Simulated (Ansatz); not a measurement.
# TaCl+ (quartet): the correlation ladder, def2-TZVPP

One table from this session's results is given with a row withheld; the runs are named, their logs left out.

Program: Ansatz 0.2.0, Gaussian basis. Level of theory: def2-TZVPP, core rule «outside noble gas», up to 9 orbitals frozen. These are calculated values, not measurements.

The runs, in order: UHF; ROHF; CCSD(T) on UHF.

### The system

The geometry is a PBE0/def2-TZVP stationary point (not a proven minimum) of the parent state, kept for this charge and spin. No spin-orbit coupling is included. Elements past krypton take def2 core potentials.

2 atoms, charge 1, spin multiplicity 4.

Atoms are counted from 1 here; the program's logs count them from 0.

Bond lengths: Ta1–Cl2 2.292 Å.

Set-up of the first run:

in.yaml

```yaml
crystal:
  periodic: [false, false, false]
  atoms:
    - {symbol: Ta, position_ang: [0.000000, 0.000000, 0.000000]}
    - {symbol: Cl, position_ang: [0.000000, 0.000000, 2.292200]}
basis:
  gaussian: {orbitals: def2-TZVPP}
total_charge: 1
magnetization: {spin_polarized: true, initial_magnetization: 3}
hamiltonian: {xc: hf}
output: {orbitals: {seedname: orbitals}}
```

The run is started by

```
$ ansatz run in.yaml --threads 1 --pin off --events-out ev --progress --plain --max-ram 3968MiB --backend cpu
```

Among the steps run: UHF; ROHF; CCSD(T) on UHF.

One of the session's tables, all rows but one given; the rest of the session is left out.

| method | from UCCSD(T) (kJ/mol) |
| --- | --- |
| ROHF | ? |
| UHF | +734.7 |
| UMP2 | +93.2 |
| UCCSD | +38.2 |
| UCCSD(T) | 0 |

Estimate the missing values for ROHF.

**Answer.** from UCCSD(T) (kJ/mol): +750.8. In the column «from UCCSD(T) (kJ/mol)» it is the highest.

Caveats from the session: Warnings: coupled cluster took another determinant than the lowest.
